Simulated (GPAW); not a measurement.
# Hf3Ge: single point with PBEsol

Hf3Ge:

```
CELL_PARAMETERS angstrom
-2.09397 2.09397 4.63807
2.09397 -2.09397 4.63807
2.09397 2.09397 -4.63807
ATOMIC_POSITIONS crystal
Hf 0.50000 0.50000 0.00000
Hf 0.25000 0.75000 0.50000
Hf 0.75000 0.25000 0.50000
Ge 0.00000 0.00000 0.00000
```

The cell comes from a database or a generator and needn't be the stable form of this composition.

```
Program             : GPAW 26.7.0
Task                : single point
Functional          : PBEsol
Potentials or basis : PAW data sets generated in the run's folder for this functional
Cutoff              : 600 eV
Basis               : pw
k mesh              : 9 × 9 × 9
Occupations         : fermi-dirac, width 0.05 eV
Spin                : no spin polarisation
Maxiter             : 150
```

```yaml
Pressure: -4.3 GPa
Band_gap_on_the_k_mesh: none (metal or under the smearing width)
```

Stress tensor (GPa, compression positive):
```
-4.35  0.00  0.00
 0.00 -4.35  0.00
 0.00  0.00 -4.16
```

Levels at points of the mesh, in eV from the Fermi level:
```csv
k point,band 17,band 18,band 19,band 20,band 21,band 22,band 23,band 24
"(0.00, 0.00, 0.00)",-2.20,-1.56,-0.92,-0.46,0.25,0.47,0.47,2.18
```

It took 2.5 min on 1 thread of Arm Neoverse V2, on a shared host, peak memory 0.35 GiB.

The run has no spin-orbit coupling, so splittings on Hf are missing.
